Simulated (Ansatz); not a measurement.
MgGe2: relaxation of cell and atoms with PBE

Crystal: MgGe2.

```
CELL_PARAMETERS angstrom
5.52149 -1.84985 0.00000
5.52149 1.84985 0.00000
-3.21762 0.00000 6.00777
ATOMIC_POSITIONS crystal
Ge 0.52923 0.52923 0.29362
Ge 0.47077 0.47077 0.70638
Ge 0.88039 0.88039 0.98544
Ge 0.11961 0.11961 0.01456
Mg 0.81529 0.81529 0.34925
Mg 0.18471 0.18471 0.65075
```

The cell comes from a database or a generator and needn't be the stable form of this composition.

```json
{
  "Program": "Ansatz 0.2.0",
  "Task": "relaxation of cell and atoms",
  "Functional": "PBE",
  "Potentials or basis": "Ansatz PAW",
  "Cutoff": "420 eV (not typed: the program's choice for these potentials)",
  "k mesh": "8 × 8 × 5",
  "Occupations": "fermi-dirac, width 0.05 eV",
  "Spin": "no spin polarisation"
}
```

```json
{"Relaxed volume": "21.22 Å³/atom", "Relaxed cell": "a = 6.223 Å, b = 6.223 Å, c = 6.711 Å, α = 122.61°, β = 122.61°, γ = 36.51°", "Space group after relaxing (to 0.05 Å)": "P-3m1 (No. 164)", "Energy gained by relaxing": "43.7 meV/atom", "Ionic steps": "18", "Pressure after relaxing": "0.0 GPa", "Largest force after relaxing": "0.004 eV/Å", "Band gap on the k mesh": "none (metal or under the smearing width)"}
```

Forces on the atoms (eV/Å):
```
Ge   0.003  0.000  0.003
Ge  -0.003  0.000 -0.003
Ge  -0.003  0.000 -0.002
Ge   0.003  0.000  0.002
Mg   0.000  0.000  0.000
Mg   0.000  0.000  0.000
```

Step by step:
```tsv
step	energy change (eV)	largest force (eV/Å)	volume (Å³)
1	0.0000	0.1230	122.73
2	-0.0234	0.0796	121.53
3	-0.0454	0.0670	121.61
4	-0.0770	0.1024	122.19
5	-0.1132	0.2059	123.42
6	-0.1588	0.1509	123.92
7	-0.2055	0.1137	124.71
8	-0.2263	0.0986	124.78
9	-0.2350	0.2544	127.77
10	-0.2482	0.0969	127.95
11	-0.2577	0.0367	126.78
12	-0.2590	0.0140	127.05
13	-0.2594	0.0045	127.15
14	-0.2595	0.0021	127.12
15	-0.2596	0.0014	127.15
16	-0.2621	0.0014	127.15
17	-0.2621	0.0041	127.32
18	-0.2622	0.0041	127.32
```

Final structure:
```
CELL_PARAMETERS angstrom
5.90724 -1.94943 -0.17977
5.90724 1.94943 -0.17977
-3.63803 0.00000 5.63897
ATOMIC_POSITIONS crystal
Ge 0.56043 0.56043 0.39334
Ge 0.43957 0.43957 0.60666
Ge 0.93940 0.93940 0.10639
Ge 0.06060 0.06060 0.89361
Mg 0.75003 0.75003 0.25019
Mg 0.24997 0.24997 0.74981
```

Levels at points of the mesh, in eV from the Fermi level:
```csv
k point,band 35,band 36,band 37,band 38,band 39,band 40,band 41,band 42
"(0.00, 0.00, 0.00)",-3.09,-1.68,-0.04,0.01,0.93,1.92,2.47,2.52
"(0.00, -0.50, 0.00)",-3.46,-3.46,-1.26,-1.26,0.52,0.52,2.25,2.26
"(-0.50, -0.50, 0.00)",-1.26,-0.09,0.21,0.27,0.65,1.21,1.59,2.79
```

Wall time 4.7 min on 2 threads of Arm Neoverse V2 (shared host), peak memory 0.7 GiB.

Caveat: the plane-wave basis is chosen anew once the cell has moved, so the energies of steps on either side of that aren't comparable.
